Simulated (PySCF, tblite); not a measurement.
**C₄H₁₁AlP₂: geometry, infrared bands and NMR shifts**

Aim: predict the infrared bands and NMR shifts of C₄H₁₁AlP₂ (`C=C[C@@H]1C[P@@+]1([AlH3-])P`).

Programs: tblite 0.8.0 and PySCF 2.14.0, with density-fitted response routines of our own. Each step states its level of theory. These are calculated values for one molecule in the gas phase, unless marked as measured. Atoms are numbered from 0 throughout.

### 1 The molecule as given

18 atoms, charge 0, multiplicity 1; geometry from: force field or distance geometry start.

Bonds of the start (Å): C0–C1 1.34, C1–C2 1.50, C2–C3 1.45, C3–P4 1.86, P4–Al5 2.28, P4–P6 2.17, P4–C2 1.84, C0–H7 1.09, C0–H8 1.09, C1–H9 1.09, C2–H10 1.12, C3–H11 1.10, C3–H12 1.12, Al5–H13 1.60, Al5–H14 1.59, Al5–H15 1.60, P6–H16 1.46, P6–H17 1.45.

### 2 Geometry optimisation with GFN2-xTB

What the job is given:

```
{"job": {"kind": "relax", "xc": "GFN2-xTB", "basis": "xTB"}, "charge": 0, "multiplicity": 1}
C     -2.308400     0.034600     1.692600
C     -1.981900    -0.435900     0.484900
C     -1.201900     0.400000    -0.479600
C     -0.333900    -0.316400    -1.391800
P      0.571900     0.556400    -0.026600
Al     1.769200    -1.026600     1.096500
P      1.644600     2.210600    -0.923000
H     -2.023100     1.044700     2.000100
H     -2.880900    -0.581400     2.383600
H     -2.298600    -1.441400     0.217000
H     -1.669100     1.338500    -0.870600
H     -0.205800     0.146200    -2.377000
H     -0.325700    -1.428600    -1.266000
H      2.994500    -0.324600     1.856500
H      2.333700    -2.092800     0.063900
H      0.817500    -1.748600     2.167800
H      2.569100     2.332500     0.198100
H      2.520000     1.339100    -1.691300
```

Command:

```bash
OMP_NUM_THREADS=1 python probes_run.py task.json out
```

This one command runs all jobs of the session in turn.

**Question.** This job is followed by: GFN2-xTB harmonic vibrations, gas phase; GIAO PBE0/pcSseg-1 NMR shielding, non-relativistic, gas phase. What will the session give for the following? strongest single infrared mode (GFN2-xTB); zero-point energy (GFN2-xTB); ¹³C shifts against TMS (PBE0/pcSseg-1); ¹H shifts against TMS (PBE0/pcSseg-1, means over atoms taken as alike); ³¹P shifts against H3PO4 (PBE0/pcSseg-1); ²⁷Al shifts against AlH4- (PBE0/pcSseg-1); surface potential, 1st and 99th percentile.

The runs gave:

| quantity | value |
| --- | --- |
| strongest single infrared mode (GFN2-xTB) | 723 cm⁻¹, 736 km/mol |
| zero-point energy (GFN2-xTB) | 76.8 kcal/mol |
| ¹³C shifts against TMS (PBE0/pcSseg-1) | 144.9, 125.3, 45.2, 35.0 ppm |
| ¹H shifts against TMS (PBE0/pcSseg-1, means over atoms taken as alike) | 5.83, 5.70, 5.63, 4.40, 2.85, 2.82, 2.21, 2.20 ppm |
| ³¹P shifts against H3PO4 (PBE0/pcSseg-1) | -207.4, -294.3 ppm |
| ²⁷Al shifts against AlH4- (PBE0/pcSseg-1) | 72.5 ppm |
| surface potential, 1st and 99th percentile | -1.09 V and 1.32 V |

In words: The optimisation took 178 steps and gained 0.984 eV; among the close pairs (by a distance rule), P4–Al5 changed most, from 2.281 to 2.506 Å. No mode is imaginary among the 48: a minimum at this level. GFN2-xTB is a fitted tight-binding method: band positions and strengths are rough. Its intensities can rank the bands wrongly. The most deshielded carbon is C1 (alkene CH), at 144.9 ppm: as expected for a trigonal carbon in a double bond. At PBE0/pcSseg-1: The widest tensor belongs to P4: span 624 ppm, with a paramagnetic part of -358 ppm. At PBE0/pcSseg-1, counted by nearest atom on the grid, the HOMO lies on H13 27 %; H14 18 %, the LUMO on P4 25 %; C0, C2 about 11 % each.
